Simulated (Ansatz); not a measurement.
**C₃H₁₀BN: up Jacob's ladder to CCSD(T)**

The task here is to estimate one member of a computed series from the others.

Program: Ansatz 0.2.0, Gaussian basis. Level of theory: functionals in def2-TZVPP, the program's frozen cores in correlated methods. These are calculated values, not measurements.

The runs, in order: LDA (SPW92), PBE-D4, revPBE-D4, BLYP-D4, r2SCAN-D4, B97M-V, PBE0-D4, B3LYP-D4, r2SCANh-D4, r2SCAN0-D4, HSE06-D4, BHLYP-D4, CAM-B3LYP-D4, LC-ωPBE, ωB97X-V, ωB97M-V, B2PLYP, PBE-QIDH; CCSD(T)/def2-SVP; CCSD(T)/def2-TZVPP; MP2/def2-QZVPP; extrapolation to the limit; RPA on PBE.

## The relaxed structure

All runs share one geometry, relaxed beforehand with PBE0-D4 in a triple-zeta def2 set.

SMILES `CBN(C)C`, 15 atoms, charge 0, spin multiplicity 1.

Atoms are counted from 1 here; the program's logs count them from 0.

Bond lengths: C1–B2 1.570 Å, C1–H6 1.096 Å, C1–H7 1.096 Å, C1–H8 1.092 Å, B2–N3 1.395 Å, B2–H9 1.204 Å, N3–C4 1.445 Å, N3–C5 1.443 Å, C4–H10 1.088 Å, C4–H11 1.097 Å, C4–H12 1.097 Å, C5–H13 1.087 Å, C5–H14 1.097 Å, C5–H15 1.097 Å. Angles: B2–C1–H6 109.5°, B2–C1–H7 109.5°, B2–C1–H8 116.7°, H6–C1–H7 105.2°, H6–C1–H8 107.7°, H7–C1–H8 107.7°, C1–B2–N3 125.7°, C1–B2–H9 118.8°, N3–B2–H9 115.6°, B2–N3–C4 122.2°, B2–N3–C5 125.5°, C4–N3–C5 112.2°, N3–C4–H10 109.8°, N3–C4–H11 111.0°, N3–C4–H12 111.0°, H10–C4–H11 108.8°, H10–C4–H12 108.8°, H11–C4–H12 107.5° and more.

The first run:

The input, in.yaml:

```yaml
crystal:
  periodic: [false, false, false]
  atoms:
    - {symbol: C, position_ang: [-1.962712, 0.400356, -0.812386]}
    - {symbol: B, position_ang: [-0.685392, -0.497951, -0.651723]}
    - {symbol: N, position_ang: [0.432197, -0.191258, 0.124389]}
    - {symbol: C, position_ang: [1.571255, -1.075373, 0.218469]}
    - {symbol: C, position_ang: [0.603220, 1.005570, 0.913012]}
    - {symbol: H, position_ang: [-2.121290, 0.623332, -1.873577]}
    - {symbol: H, position_ang: [-2.848639, -0.165020, -0.501596]}
    - {symbol: H, position_ang: [-1.967543, 1.347983, -0.270322]}
    - {symbol: H, position_ang: [-0.639170, -1.548829, -1.236957]}
    - {symbol: H, position_ang: [1.401439, -1.962750, -0.388587]}
    - {symbol: H, position_ang: [1.742823, -1.385456, 1.256511]}
    - {symbol: H, position_ang: [2.484076, -0.577906, -0.131379]}
    - {symbol: H, position_ang: [-0.265443, 1.653852, 0.826963]}
    - {symbol: H, position_ang: [0.746296, 0.757243, 1.971511]}
    - {symbol: H, position_ang: [1.487083, 1.565506, 0.584672]}
basis:
  gaussian: {orbitals: def2-TZVPP}
hamiltonian: {xc: lda}
output: {orbitals: {seedname: orbitals}}
```

Started as:

```sh
$ ansatz run in.yaml --threads 2 --pin off --events-out ev --progress --plain --max-ram 32768MiB --backend cpu
```

Among the steps run: LDA; PBE-D4 (GGA); revPBE-D4 (GGA); BLYP-D4 (GGA); r2SCAN-D4 (meta-GGA); B97M-V (meta-GGA); B3LYP-D4 (hybrid); r2SCANh-D4 (hybrid); r2SCAN0-D4 (hybrid); HSE06-D4 (hybrid); BHLYP-D4 (hybrid); CAM-B3LYP-D4 (range-separated); LC-ωPBE (range-separated); ωB97X-V (range-separated); ωB97M-V (range-separated); B2PLYP (double hybrid); PBE-QIDH (double hybrid).

One table of the session follows, with a row left open; its other results are not shown here.

It belongs to the step «Orbital energies across the functionals». 

| functional | HOMO (eV) | LUMO (eV) | gap (eV) |
| --- | --- | --- | --- |
| LDA (SPW92) | -6.04 | -0.46 | 5.58 |
| PBE-D4 | -5.92 | -0.25 | 5.67 |
| revPBE-D4 | -5.87 | -0.16 | 5.71 |
| BLYP-D4 | -5.80 | -0.13 | 5.68 |
| r2SCAN-D4 | ? | ? | ? |
| B97M-V | -6.23 | 0.03 | 6.26 |
| PBE0-D4 | -7.16 | 0.69 | 7.85 |
| B3LYP-D4 | -6.95 | 0.46 | 7.41 |
| r2SCANh-D4 | -6.58 | 0.45 | 7.03 |
| r2SCAN0-D4 | -7.30 | 0.92 | 8.22 |
| HSE06-D4 | -6.76 | 0.32 | 7.07 |
| BHLYP-D4 | -8.33 | 1.60 | 9.93 |
| CAM-B3LYP-D4 | -8.52 | 1.70 | 10.23 |
| LC-ωPBE | -9.87 | 2.88 | 12.75 |
| ωB97X-V | -9.53 | 2.74 | 12.26 |
| ωB97M-V | -9.46 | 2.32 | 11.78 |

Estimate the missing values for r2SCAN-D4.

Worked estimate for «HOMO (eV)». Against the share of exact exchange, r2SCANh-D4 (0.1, -6.58), r2SCAN0-D4 (0.25, -7.30) give a slope of -4.80 per unit share; at 0 the line stands at -6.10.

As computed: HOMO (eV): -6.11; LUMO (eV): 0.13; gap (eV): 6.24. In «HOMO (eV)» the line misses by +0.01.
